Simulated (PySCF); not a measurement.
# A diatomic session: SiSb

An exercise on one series of results from a longer session: the logs are not shown, and one member is left open.

Computed with PySCF 2.14.0. Level: Si aug-cc-pV(D+d)Z, Sb aug-cc-pVDZ-PP with ECP28, scalar-relativistic core potentials.

The first run:

Settings of the job:

```yaml
atoms: Si, Sb
charge: 0
basis: Si aug-cc-pV(D+d)Z, Sb aug-cc-pVDZ-PP with ECP28
Hamiltonian: scalar-relativistic core potentials
basis_functions: 64
electrons_treated: 37
masses_in_u: 27.9769, 120.9038
levels: PBE0, PBE, r²SCAN, BP86, TPSS, PBEsol, HF, MP2, SCS-MP2, CCSD, CCSD(T)
grid: 80 radial by 434 angular points
occupations: held fixed by the projection of orbital angular momentum
dissociation_limit: Si + Sb, each in its ground configuration
starting_distance_in_angstrom: 2.480
values_of_2S_to_try: 1, 3, 5
```

Started as:

```
> OMP_NUM_THREADS=1 python dia.py task.json out
```

Steps of the session up to this table: Input; The PBE0 curve of the state that the search chose; Higher solutions at PBE0; PBE (GGA); r²SCAN; BP86; TPSS (meta-GGA); PBEsol (GGA); UHF; Adding correlation.

One table of the session follows, with a row left open; its other results are not shown here.

| level | Re (Å) | ωe (cm⁻¹) | De (eV) | μ (D) |
| --- | --- | --- | --- | --- |
| UHF-CCSD | 2.412 | 414 | 2.01 | n/a |
| PBE | 2.417 | 401 | 3.08 | 0.19 |
| PBEsol | 2.403 | 408 | 3.32 | 0.15 |
| BP86 | ? | ? | ? | ? |
| TPSS | 2.407 | 408 | 2.95 | 0.22 |
| r²SCAN | 2.396 | 417 | 2.78 | 0.17 |
| PBE0 | 2.384 | 429 | 2.75 | 0.08 |

**Question.** Estimate the row for BP86.

The run gave: Re (Å): 2.420; ωe (cm⁻¹): 398; De (eV): 3.13; μ (D): 0.12. In the column «Re (Å)» it is the highest.

De is counted to Si + Sb in their ground configurations. A positive dipole means Si(−)Sb(+). No constants: UHF (the points don't follow one smooth fit); UHF-MP2 (the points don't follow one smooth fit); UHF-SCS-MP2 (the points don't follow one smooth fit); UHF-CCSD(T) (the points don't follow one smooth fit).

Time per point (s) on 1 thread of Arm Neoverse N1, shared host (CPU time, shared integrals of 0.52 s apart; correlated levels include their reference; CCSD comes with the CCSD(T) run); the times are rough: PBE 1.5, PBEsol 1.5, BP86 1.1, TPSS 2.2, r²SCAN 2.2, PBE0 2.4.

Limits of these values: Lowest PBE0 solution found, without spin–orbit coupling: ²Π (doublet), unpaired electrons π ↑. T1 is 0.024 near the minimum (highest on the curve 0.050), which may point to more than one leading configuration. With spin–orbit coupling the term label itself may not hold. Warnings in the runs' records: inverted.
